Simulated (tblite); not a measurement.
# C2H8FGeSi: the cost of one run

Programs: tblite 0.8.0 and PySCF 2.14.0. All values are calculated, for the isolated system unless a continuum is named. Atoms count from 0, parts from 1.

## Step 1: Starting point

13 atoms, charge 0, multiplicity 2; geometry: distance geometry start.

## Step 2: Geometry optimisation with GFN2-xTB

Job settings and geometry (Å):

```
{"job": {"kind": "relax", "xc": "GFN2-xTB", "basis": "xTB"}, "charge": 0, "multiplicity": 2}
C     -0.488579    -1.033846    -0.570671
C      0.666480    -0.244218    -1.083848
Si     1.458384     0.630317     0.343984
Ge    -1.871252    -0.082794     0.298162
F      0.072573    -1.924106     0.383130
H      0.337904     0.552810    -1.815870
H      1.483782    -0.860425    -1.532812
H      1.796285     2.026412     0.046502
H      0.538916     0.556442     1.515068
H      2.720763    -0.086750     0.663315
H     -1.274165     1.201638     0.899263
H     -2.333186    -0.990749     1.493666
H     -3.087928     0.227647    -0.633470
```

With the program's defaults for keys left out, this is: GFN2-xTB geometry optimisation, gas phase.

Launch:

```bash
$ OMP_NUM_THREADS=1 python cluster_run.py task.json out
```

One launch serves the whole session: the jobs run in the order shown.

Q: Estimate the wall time of this first job on 1 thread of AMD EPYC 9R45, shared host.

About 1.6 s.
